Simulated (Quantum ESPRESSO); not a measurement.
# Al3GaN4 (Pm) in Quantum ESPRESSO: phonons with LDA

Aim: the phonons of Al3GaN4 with LDA.

Everything below comes from runs of Quantum ESPRESSO 7.5. Logs are shortened: lines on timing, memory, paths and dates and some standing lists are left out, and cuts for length are marked.

## (1) The structure

Symmetry: Pm, No. 6, monoclinic system. Conventional cell: a = 5.018 Å, b = 3.118 Å, c = 5.400 Å, α = 90.00°, β = 90.00°, γ = 90.00°. Al (site symmetry m) is surrounded by 4 N at 1.90 Å. Al (site symmetry m) has 4 N at 1.90 Å as nearest neighbours. Around Al (site symmetry m) lie 4 N at 1.90 Å. Ga (site symmetry m) has 4 N at 1.90 Å as nearest neighbours. N (site symmetry m) has 2 Al at 1.90 Å and 2 Ga at 1.90 Å as nearest neighbours. N (site symmetry m) is surrounded by 3 Al at 1.90 Å and 1 Ga at 1.90 Å. Around N (site symmetry m) lie 4 Al at 1.90 Å. N (site symmetry m) has 1 Ga at 1.90 Å and 3 Al at 1.90 Å as nearest neighbours.

The cell was built by a generator and needn't be a form met in nature.

## (2) Phonons, LDA

pw.in

```
&CONTROL
  calculation = 'scf'
  prefix = 'pwscf'
  outdir = './tmp'
  pseudo_dir = './pseudo'
  tprnfor = .true.
  tstress = .true.
  disk_io = 'low'
/
&SYSTEM
  ibrav = 0
  celldm(1) = 8
  nat = 8
  ntyp = 3
  ecutwfc = 84
  nbnd = 30
  occupations = 'smearing'
  smearing = 'fd'
  degauss = 0.00367493
/
&ELECTRONS
  conv_thr = 1.6d-09
  electron_maxstep = 120
  mixing_beta = 0.5
/
ATOMIC_SPECIES
Al    26.9815 Al.upf
Ga    69.7230 Ga.upf
N     14.0070 N.upf
CELL_PARAMETERS alat
  0.7364026491901   0.0000000000000   0.0000000000000
  0.0000000000000   1.2754868032265   0.0000000000000
  0.0000000000000   0.0000000000000   1.1852126037887
ATOMIC_POSITIONS crystal
Al     0.0000000000    0.0000000000    0.0000000000
Al     0.5000000000    0.5000000000    0.0000000000
Al     0.0000000000    0.6666666667    0.5000000000
Ga     0.5000000000    0.1666666667    0.5000000000
N      0.0000000000    0.0000000000    0.3785000000
N      0.5000000000    0.5000000000    0.3785000000
N      0.0000000000    0.6666666667    0.8785000000
N      0.5000000000    0.1666666667    0.8785000000
K_POINTS automatic
6 4 4 0 0 0
```

relax.in

```
&CONTROL
  calculation = 'vc-relax'
  prefix = 'pwscf'
  outdir = './tmp'
  pseudo_dir = './pseudo'
  tprnfor = .true.
  tstress = .true.
  disk_io = 'low'
  nstep = 40
  forc_conv_thr = 0.0001
  etot_conv_thr = 1d-06
/
&SYSTEM
  ibrav = 0
  celldm(1) = 8
  nat = 8
  ntyp = 3
  ecutwfc = 84
  nbnd = 30
  occupations = 'smearing'
  smearing = 'fd'
  degauss = 0.00367493
/
&ELECTRONS
  conv_thr = 1.6d-09
  electron_maxstep = 120
  mixing_beta = 0.5
/
&IONS
  ion_dynamics = 'bfgs'
/
&CELL
  cell_dynamics = 'bfgs'
  press = 0
  press_conv_thr = 0.2
/
ATOMIC_SPECIES
Al    26.9815 Al.upf
Ga    69.7230 Ga.upf
N     14.0070 N.upf
CELL_PARAMETERS alat
  0.7364026491901   0.0000000000000   0.0000000000000
  0.0000000000000   1.2754868032265   0.0000000000000
  0.0000000000000   0.0000000000000   1.1852126037887
ATOMIC_POSITIONS crystal
Al     0.0000000000    0.0000000000    0.0000000000
Al     0.5000000000    0.5000000000    0.0000000000
Al     0.0000000000    0.6666666667    0.5000000000
Ga     0.5000000000    0.1666666667    0.5000000000
N      0.0000000000    0.0000000000    0.3785000000
N      0.5000000000    0.5000000000    0.3785000000
N      0.0000000000    0.6666666667    0.8785000000
N      0.5000000000    0.1666666667    0.8785000000
K_POINTS automatic
6 4 4 0 0 0
```

scf2.in

```
&CONTROL
  calculation = 'scf'
  prefix = 'pwscf'
  outdir = './tmp'
  pseudo_dir = './pseudo'
  tprnfor = .true.
  tstress = .true.
  disk_io = 'low'
/
&SYSTEM
  ibrav = 0
  celldm(1) = 8
  nat = 8
  ntyp = 3
  ecutwfc = 84
  nbnd = 30
  occupations = 'fixed'
/
&ELECTRONS
  conv_thr = 1d-13
  electron_maxstep = 120
  mixing_beta = 0.5
  startingpot = 'file'
  startingwfc = 'file'
/
ATOMIC_SPECIES
Al    26.9815 Al.upf
Ga    69.7230 Ga.upf
N     14.0070 N.upf
CELL_PARAMETERS alat
  0.7319947738093   0.0000000000000   0.0000000000000
  0.0000000000000   1.2668358219613  -0.0004205722023
  0.0000000000000  -0.0003898565703   1.1796501530835
ATOMIC_POSITIONS crystal
Al     0.0000000000   -0.0015106100   -0.0011483966
Al     0.5000000000    0.5017042624   -0.0013562094
Al     0.0000000000    0.6659789702    0.4993668130
Ga     0.5000000000    0.1671150954    0.5003969767
N      0.0000000000   -0.0068230265    0.3746020282
N      0.5000000000    0.5070522052    0.3764889397
N      0.0000000000    0.6661665307    0.8771333890
N      0.5000000000    0.1669832394    0.8885164594
K_POINTS automatic
6 4 4 0 0 0
```

ph.in

```
phonons of Al3GaN4
&INPUTPH
  prefix = 'pwscf'
  outdir = './tmp'
  tr2_ph = 1d-18
  fildyn = 'dyn'
  niter_ph = 90
  alpha_mix(1) = 0.7
  epsil = .true.
/
0.0000000000 0.0000000000 0.0000000000
```

dynmat.in

```
&INPUT
  fildyn = 'dyn'
  asr = 'crystal'
  lperm = .true.
  filout = 'dynmat.disp'
  fileig = 'dynmat.eig'
/
```

dynmat_lo.in

```
&INPUT
  fildyn = 'dyn'
  asr = 'crystal'
  filout = 'dynmat_lo.disp'
  fileig = 'dynmat_lo.eig'
  q(1) = 0
  q(2) = 0
  q(3) = 1
/
```

Potentials or basis: PseudoDojo 0.4.1 SR LDA standard.

Started as:

```console
OMP_NUM_THREADS=1 mpirun -n 4 pw.x -nk 2 -in pw.in > pw.out
OMP_NUM_THREADS=1 mpirun -n 4 pw.x -nk 2 -in relax.in > relax.out
OMP_NUM_THREADS=1 mpirun -n 4 pw.x -nk 2 -in scf2.in > scf2.out
OMP_NUM_THREADS=1 mpirun -n 4 ph.x -nk 2 -in ph.in > ph.out
OMP_NUM_THREADS=1 mpirun -n 1 dynmat.x -in dynmat.in > dynmat.out
OMP_NUM_THREADS=1 mpirun -n 1 dynmat.x -in dynmat_lo.in > dynmat_lo.out
```

pw.out:

```text
This program is part of the open-source Quantum ESPRESSO suite
     for quantum simulation of materials; please cite
[... 6 lines left out ...]
     using ibrav=0 with symmetry is DISCOURAGED, use correct ibrav instead

     K-points division:     npool     =       2
     Subspace diagonalization in iterative solution of the eigenvalue problem:
     a serial algorithm will be used

     --------------------
     sticks:   dense  smooth     PW     G-vecs:    dense   smooth      PW
     Min         804     804    234                29634    29634    4615
     Max         805     805    237                29637    29637    4616
     Sum        1609    1609    471                59271    59271    9231

     Using Slab Decomposition

     bravais-lattice index     =            0
     lattice parameter (alat)  =       8.0000  a.u.
     unit-cell volume          =     569.9773 (a.u.)^3
     number of atoms/cell      =            8
     number of atomic types    =            3
     number of electrons       =        42.00
     number of Kohn-Sham states=           30
     kinetic-energy cutoff     =      84.0000  Ry
     charge density cutoff     =     336.0000  Ry
     scf convergence threshold =      1.6E-09
     mixing beta               =       0.5000
     number of iterations used =            8  plain     mixing
     Exchange-correlation= SLA  PW   NOGX NOGC
                           (   1   4   0   0   0   0   0)

     celldm(1)=   8.000000  celldm(2)=   0.000000  celldm(3)=   0.000000
     celldm(4)=   0.000000  celldm(5)=   0.000000  celldm(6)=   0.000000

     crystal axes: (cart. coord. in units of alat)
               a(1) = (   0.736403   0.000000   0.000000 )
               a(2) = (   0.000000   1.275487   0.000000 )
               a(3) = (   0.000000   0.000000   1.185213 )

     reciprocal axes: (cart. coord. in units 2 pi/alat)
               b(1) = (  1.357953  0.000000  0.000000 )
               b(2) = (  0.000000  0.784014  0.000000 )
               b(3) = (  0.000000  0.000000  0.843730 )

     PseudoPot. # 1 for Al read from file:
     Al.upf
     Pseudo is Norm-conserving + core correction, Zval =  3.0
     Generated using ONCVPSP code by D. R. Hamann
     Using radial grid of 1854 points,  6 beta functions with:
                l(1) =   0
                l(2) =   0
                l(3) =   1
                l(4) =   1
                l(5) =   2
                l(6) =   2

     PseudoPot. # 2 for Ga read from file:
     Ga.upf
     Pseudo is Norm-conserving + core correction, Zval = 13.0
     Generated using ONCVPSP code by D. R. Hamann
     Using radial grid of 1858 points,  6 beta functions with:
                l(1) =   0
                l(2) =   0
                l(3) =   1
                l(4) =   1
                l(5) =   2
                l(6) =   2
[... 85 lines left out ...]

     total energy              =    -249.88058599 Ry
     estimated scf accuracy    <       2.33409002 Ry
[... 8 lines left out ...]
     iteration #  3     ecut=    84.00 Ry     beta= 0.50
     Davidson diagonalization with overlap
     ethr =  7.68E-04,  avg # of iterations =  3.8

     negative rho (up, down):  5.266E-07 0.000E+00

     total energy              =    -250.59961268 Ry
     estimated scf accuracy    <       0.01871681 Ry

     iteration #  4     ecut=    84.00 Ry     beta= 0.50
     Davidson diagonalization with overlap
     c_bands:  1 eigenvalues not converged
     ethr =  4.46E-05,  avg # of iterations =  9.9

     total energy              =    -250.60370998 Ry
     estimated scf accuracy    <       0.01056659 Ry

     iteration #  5     ecut=    84.00 Ry     beta= 0.50
     Davidson diagonalization with overlap
     ethr =  2.52E-05,  avg # of iterations =  2.4

     total energy              =    -250.60361594 Ry
     estimated scf accuracy    <       0.00195131 Ry

     iteration #  6     ecut=    84.00 Ry     beta= 0.50
     Davidson diagonalization with overlap
     c_bands:  1 eigenvalues not converged
     ethr =  4.65E-06,  avg # of iterations =  6.5

     total energy              =    -250.60389200 Ry
     estimated scf accuracy    <       0.00008959 Ry

     iteration #  7     ecut=    84.00 Ry     beta= 0.50
     Davidson diagonalization with overlap
     ethr =  2.13E-07,  avg # of iterations =  3.7
[... 32 lines left out ...]
     iteration # 12     ecut=    84.00 Ry     beta= 0.50
     Davidson diagonalization with overlap
     ethr =  4.47E-12,  avg # of iterations =  2.4

     End of self-consistent calculation

          k = 0.0000 0.0000 0.0000 (  7399 PWs)   bands (ev):

    -7.4479  -6.2193  -6.1326  -5.1451  -5.0617  -4.9938  -4.9401  -4.0935
    -3.7128   1.4517   2.1228   3.4677   4.2623   5.6071   5.9359   6.9884
     6.9892   7.1229   7.8064   7.8501   7.8834  11.5955  13.3118  13.7523
    13.9922  15.5466  17.8288  18.1618  18.4583  18.7063
[... 220 lines left out ...]
    -6.3401  -5.8953  -5.7063  -5.0877  -4.9874  -4.8060  -4.3190  -4.0851
    -3.6262   1.5184   2.3961   2.4606   2.5997   5.3369   5.4059   5.4983
     5.5535   6.6123   6.6403   6.6690   6.8343  13.2891  13.5152  13.6643
    13.8504  16.3518  17.0277  17.0328  17.3267  17.9976

          k =-0.6790-0.3920 0.0000 (  7388 PWs)   bands (ev):

    -6.3802  -5.9426  -5.8240  -5.0799  -4.9842  -4.8203  -4.4481  -3.7584
    -3.6069   1.7719   2.3280   3.2772   3.6539   4.1358   4.4293   5.5857
     5.6248   5.9223   5.9551   7.0903   7.2211  13.1025  13.4934  13.6984
    13.8042  15.2013  15.7791  17.8715  17.9075  18.5623

          k =-0.6790-0.3920 0.2109 (  7392 PWs)   bands (ev):

    -6.3613  -5.9013  -5.7770  -5.0808  -4.9842  -4.8106  -4.4051  -3.8887
    -3.6000   1.4194   2.0832   2.6759   2.9852   5.0358   5.1718   5.7856
     5.8103   6.5071   6.5521   6.8376   6.9471  12.5935  12.8435  13.4237
    13.7299  16.1773  16.9151  17.0776  17.2087  18.9217

          k =-0.6790-0.3920-0.4219 (  7424 PWs)   bands (ev):

    -6.3422  -5.8800  -5.7012  -5.0814  -4.9833  -4.7999  -4.3065  -4.0881
    -3.5954   1.2347   2.0758   2.1832   2.3349   6.1640   6.1962   6.2309
     6.2887   6.3482   6.4296   6.4673   6.6265  12.6260  12.9124  13.0356
    13.2330  15.9414  16.8363  16.8732  17.3386  18.6491
[... 24 lines left out ...]
    -6.3559  -5.9240  -5.7785  -5.0906  -4.9892  -4.8433  -4.4271  -3.8553
    -3.5831   1.7074   2.3431   2.9343   3.2357   4.6412   4.8861   5.5008
     5.5807   6.1052   6.2674   6.7570   6.7837  13.2671  13.3687  14.2480
    14.4288  16.1841  16.6199  16.8836  17.3828  18.2667

     the Fermi energy is     9.3350 ev

!    total energy              =    -250.60391989 Ry
     estimated scf accuracy    <          2.8E-11 Ry
     smearing contrib. (-TS)   =      -0.00000000 Ry
     internal energy E=F+TS    =    -250.60391989 Ry

     The total energy is F=E-TS. E is the sum of the following terms:
     one-electron contribution =     -98.37571626 Ry
     hartree contribution      =      81.04902125 Ry
     xc contribution           =     -72.88748988 Ry
     ewald contribution        =    -160.38973501 Ry

     convergence has been achieved in  12 iterations

     Forces acting on atoms (cartesian axes, Ry/au):

     atom    1 type  1   force =     0.00000000    0.00039816   -0.00650104
     atom    2 type  1   force =     0.00000000   -0.00025930   -0.00594792
     atom    3 type  1   force =     0.00000000   -0.00174953   -0.00332452
     atom    4 type  2   force =     0.00000000    0.00088505   -0.00052859
     atom    5 type  3   force =     0.00000000   -0.03494663   -0.02186567
     atom    6 type  3   force =     0.00000000    0.03560395   -0.00812336
     atom    7 type  3   force =     0.00000000    0.00023077    0.00375673
     atom    8 type  3   force =     0.00000000   -0.00016247    0.04253437

     Total force =     0.070352     Total SCF correction =     0.000012

     Computing stress (Cartesian axis) and pressure

          total   stress  (Ry/bohr**3)                   (kbar)     P=      -32.14
  -0.00024927   0.00000000   0.00000000          -36.67        0.00        0.00
   0.00000000  -0.00025827  -0.00000144            0.00      -37.99       -0.21
   0.00000000  -0.00000144  -0.00014795            0.00       -0.21      -21.76

=------------------------------------------------------------------------------=
   JOB DONE.
=------------------------------------------------------------------------------=
```

Run time: 68 min. Hardware: 4 MPI ranks of Arm Neoverse V2, shared host; peak memory 0.4 GiB.

What came out:

| Property | Result |
| --- | --- |
| Free energy | -3409.7238 eV |
| Relaxed volume | 10.37 Å³/atom |
| Relaxed cell | a = 3.099 Å, b = 5.363 Å, c = 4.994 Å, α = 90.04°, β = 90.00°, γ = 90.00° |
| Space group after relaxing (to 0.05 Å) | Pm (No. 6) |
| Pressure after relaxing | 0.0 GPa |
| Band gap on the k mesh | 3.83 eV, direct |
| Electronic dielectric tensor (diagonal) | 4.70, 4.65, 4.82 |
| Born charges (mean of the diagonal) | Al +2.59, +2.58, +2.57; Ga +2.57; N -2.64, -2.58, -2.57, -2.54 e |
| Highest phonon frequency at Γ, LO-TO splitting left out | 747 cm⁻¹ |
| Static dielectric tensor (diagonal) | 8.40, 8.37, 9.58 |

Forces on the atoms (eV/Å):
```
Al   0.000 -0.002  0.002
Al   0.000  0.000 -0.001
Al   0.000  0.001  0.002
Ga   0.000  0.000 -0.001
N    0.000  0.000 -0.001
N    0.000  0.000 -0.001
N    0.000  0.001 -0.001
N    0.000 -0.001  0.000
```

Step by step:
```tsv
step	energy change (eV)	largest force (eV/Å)	pressure (GPa)	volume (Å³)
1	0.0000	1.0936	-3.21	84.46
2	-0.0652	0.5422	-0.09	83.09
3	-0.0821	0.1223	0.39	82.85
4	-0.0835	0.0752	0.08	82.97
5	-0.0838	0.0343	-0.03	83.01
6	-0.0839	0.0185	-0.02	83.01
7	-0.0839	0.0110	0.00	83.00
8	-0.0839	0.0072	0.01	82.99
9	-0.0839	0.0040	0.01	82.99
10	-0.0839	0.0026	0.00	83.00
```

Final structure:
```
Al Ga N
1.0
     3.09884    0.00000    0.00000
     0.00000    5.36305   -0.00178
     0.00000   -0.00165    4.99395
Al Ga N
3 1 4
Direct
  0.00000 0.99849 0.99885
  0.50000 0.50170 0.99864
  0.00000 0.66598 0.49937
  0.50000 0.16712 0.50040
  0.00000 0.99318 0.37460
  0.50000 0.50705 0.37649
  0.00000 0.66617 0.87713
  0.50000 0.16698 0.88852
```

Phonon frequencies in cm⁻¹ (negative: imaginary):
| q point | frequencies |
| --- | --- |
| (0.000, 0.000, 0.000) | 1 1 1 176 202 227 251 317 361 425 501 523 596 609 618 650 660 667 673 687 688 726 729 747 |

Electronic dielectric tensor:
```
4.70 0.00 0.00
0.00 4.65 0.00
0.00 0.00 4.82
```

Born effective charge tensors (e):
atom 1, Al
```
 2.48  0.00  0.00
 0.00  2.54  0.10
 0.00 -0.16  2.76
```
atom 2, Al
```
 2.52  0.00  0.00
 0.00  2.48 -0.10
 0.00  0.15  2.73
```
atom 3, Al
```
2.49 0.00 0.00
0.00 2.65 0.03
0.00 0.02 2.56
```
atom 4, Ga
```
 2.60  0.00  0.00
 0.00  2.47 -0.02
 0.00 -0.01  2.64
```
atom 5, N
```
-2.74  0.00  0.00
 0.00 -2.54 -0.06
 0.00 -0.02 -2.63
```
atom 6, N
```
-2.46  0.00  0.00
 0.00 -2.63  0.06
 0.00  0.01 -2.65
```
atom 7, N
```
-2.51  0.00  0.00
 0.00 -2.53  0.00
 0.00 -0.02 -2.66
```
atom 8, N
```
-2.45  0.00  0.00
 0.00 -2.43  0.00
 0.00  0.02 -2.74
```

Optical modes at Γ, degenerate ones joined, polar ones without the macroscopic field:
```
cm⁻¹  components  symmetry     active in  IR intensity, summed ((D/Å)²/amu)
 176           1       A''  IR and Raman                               0.02
 202           1        A'  IR and Raman                               0.02
 227           1       A''  IR and Raman                               0.00
 251           1        A'  IR and Raman                               0.23
 317           1       A''  IR and Raman                               0.09
 361           1        A'  IR and Raman                               0.41
 425           1        A'  IR and Raman                               0.94
 501           1        A'  IR and Raman                               1.16
 523           1        A'  IR and Raman                               1.03
 596           1       A''  IR and Raman                              14.32
 609           1        A'  IR and Raman                              49.64
 618           1        A'  IR and Raman                              15.91
 650           1        A'  IR and Raman                              11.65
 660           1       A''  IR and Raman                              23.37
 666           1        A'  IR and Raman                              36.65
 673           1       A''  IR and Raman                               2.73
 687           1        A'  IR and Raman                               8.70
 688           1       A''  IR and Raman                              20.15
 726           1        A'  IR and Raman                               0.15
 729           1        A'  IR and Raman                               0.64
 747           1        A'  IR and Raman                               1.86
```

Zone-centre frequencies without and with the macroscopic field along z (cm⁻¹):
```tsv
	optical modes in rising order
without	176 202 227 251 317 361 425 501 523 596 609 618 650 660 666 673 687 688 726 729 747
with the field	176 202 227 252 317 362 425 502 524 596 617 643 660 666 673 687 688 726 728 744 864
```

Static dielectric tensor, electrons and zone-centre modes:
```
8.40 0.00 0.00
0.00 8.37 0.00
0.00 0.00 9.58
```

Caveat: the mesh is thin for the dielectric tensor, Born charges and intensities, which usually come out too large; on a mesh that holds Γ this program's dielectric tensor can be off by some percent beyond the error of the mesh.
